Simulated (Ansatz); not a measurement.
**GePHF (sextet): wave-function methods side by side, cc-pVDZ**

The task here is to estimate one member of a computed series from the others.

Method: cc-pVDZ, core rule «outside noble gas», up to 20 orbitals frozen; program: Ansatz 0.2.0, Gaussian basis.

The runs, in order: UHF; CCSD(T) on ROHF; CCSD(T) on UHF; BCCD(T) on ROHF; CISD as a restricted active space (open shells left free, so some higher excitations enter); CCSDT(Q) on ROHF; CCSDT(Q) on UHF.

7 further runs of the same task are left out: 2 for a known fault of the program, 5 set aside as unsound or not needed. Runs told in other sessions of the task aren't counted.

## What is computed

The geometry is a PBE0/def2-TZVP stationary point (not a proven minimum) of the parent state, kept for this charge and spin. No spin-orbit coupling is included. The filled d shell of Ge may be among the frozen orbitals whatever the setting's name suggests.

4 atoms, charge 0, spin multiplicity 6.

Atoms are counted from 1 here; the program's logs count them from 0.

Bond lengths: F1–P2 1.596 Å, P2–Ge3 2.389 Å, P2–H4 1.429 Å. Angles: F1–P2–Ge3 110.6°, F1–P2–H4 95.9°, Ge3–P2–H4 103.3°.

The first run:

in.yaml

```yaml
crystal:
  periodic: [false, false, false]
  atoms:
    - {symbol: F, position_ang: [-0.049212, -0.722728, 2.144704]}
    - {symbol: P, position_ang: [0.111557, 0.559116, 1.206925]}
    - {symbol: Ge, position_ang: [-0.018267, -0.064643, -1.096029]}
    - {symbol: H, position_ang: [-1.184045, 1.099712, 1.474900]}
basis:
  gaussian: {orbitals: cc-pVDZ}
magnetization: {spin_polarized: true, initial_magnetization: 5}
hamiltonian: {xc: hf}
output: {orbitals: {seedname: orbitals}}
```

The run is started by

```console
ansatz run in.yaml --threads 1 --pin off --events-out ev --progress --plain --max-ram 4096MiB --backend cpu
```

Among the steps run: UHF; CCSD(T) on ROHF; CCSD(T) on UHF; BCCD(T) on ROHF; CISD as a restricted active space (open shells left free, so some higher excitations enter); CCSDT(Q) on ROHF; CCSDT(Q) on UHF.

One of the session's tables, all rows but one given; the rest of the session is left out.

It belongs to the step «Misses and costs». 

| method | from RCCSDT(Q) (kJ/mol) |
| --- | --- |
| ROHF | ? |
| UHF | +954.8 |
| RMP2 | +104.0 |
| UMP2 | +104.5 |
| CISD | +119.1 |
| RCCSD | +30.8 |
| UCCSD | +28.4 |
| RCCSD(T) | +5.4 |
| UCCSD(T) | +3.8 |
| BCCD(T) | +5.1 |
| RCCSDT | +1.9 |
| UCCSDT | +0.1 |
| RCCSDT(Q) | 0 |
| UCCSDT(Q) | -2.2 |

Estimate the missing values for ROHF.

As computed: from RCCSDT(Q) (kJ/mol): +974.3. In the column «from RCCSDT(Q) (kJ/mol)» it is the highest.

To keep in mind: Restricted and unrestricted rows rest on different reference determinants; a gap between their highest levels can come from leftover correlation error, from unlike frozen cores or from another state.
